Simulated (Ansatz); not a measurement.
This geometry of a periodic cell of 13 atoms, Ca$_{10}$Mg$_{2}$S (surface Ca5Mg(100), adsorbate S) is a first-order saddle point. Atoms 3, 6 are held.

Method: DFT PBE, scalar-relativistic, plane waves, PAW in Ansatz. Settings: cutoff 420 eV, k mesh 3x3x1, gaussian smearing 0.05 eV, no spin polarisation.

```xyz
13
Lattice="6.6066 0.0000 0.0000 0.0000 6.2103 0.0000 0.0000 0.0000 22.6013" Properties=species:S:1:pos:R:3
Ca 4.284 3.104 4.673
Ca 1.026 3.101 2.554
Ca 4.480 3.105 1.000
Ca 6.547 -0.012 4.425
Ca 3.282 -0.001 2.713
Mg 0.000 0.000 1.000
Ca 0.402 3.021 10.569
Ca 4.075 3.163 8.375
Ca 0.997 3.081 6.437
Ca 3.473 0.163 10.448
Ca 6.668 -0.037 8.187
Mg 3.298 0.011 6.506
S 3.817 2.822 11.024
```

Problem. Which two structures does it join? (They come from a converged band through this point; their orientation in space is the band's.)

Solution. The atom that moves furthest is S13, by 1.08 Å; four of its nearest neighbours are Ca10 2.70, Ca8 2.71, Ca7 2.72, Ca11 4.62 Å at the first end and Ca7 2.66, Ca8 2.71, Ca10 3.16, Ca9 5.08 Å at the last.

First end point:

```xyz
13
Lattice="6.6066 0.0000 0.0000 0.0000 6.2103 0.0000 0.0000 0.0000 22.6013" Properties=species:S:1:pos:R:3
Ca 4.289 3.106 4.667
Ca 1.027 3.102 2.544
Ca 4.480 3.105 1.000
Ca 6.554 -0.008 4.412
Ca 3.286 0.000 2.705
Mg 0.000 0.000 1.000
Ca 0.313 3.044 10.535
Ca 4.054 3.187 8.367
Ca 1.000 3.088 6.424
Ca 3.460 0.181 10.367
Ca 6.696 -0.028 8.165
Mg 3.306 0.018 6.480
S 4.266 2.673 11.018
```

Last end point:

```xyz
13
Lattice="6.6066 0.0000 0.0000 0.0000 6.2103 0.0000 0.0000 0.0000 22.6013" Properties=species:S:1:pos:R:3
Ca 4.297 3.105 4.689
Ca 1.028 3.105 2.556
Ca 4.480 3.105 1.000
Ca 6.536 0.000 4.414
Ca 3.274 0.000 2.723
Mg 0.000 0.000 1.000
Ca 0.668 3.105 10.464
Ca 4.111 3.105 8.402
Ca 1.022 3.105 6.426
Ca 3.294 0.000 10.410
Ca 6.518 0.000 8.150
Mg 3.223 0.000 6.525
S 3.278 3.105 10.976
```

Problem. How far does it lie above each of them?

Solution. 0.065 eV above the first and 0.195 eV above the second. This is the barrier of this one path; another mechanism may lie lower. Limits of this set-up: slab without dipole correction, open-shell adsorbate without spin.

The run took 4.1 min on 4 threads of Intel(R) Xeon(R) Platinum 8488C (Sapphire Rapids) (shared host), peak memory 2.8 GiB.
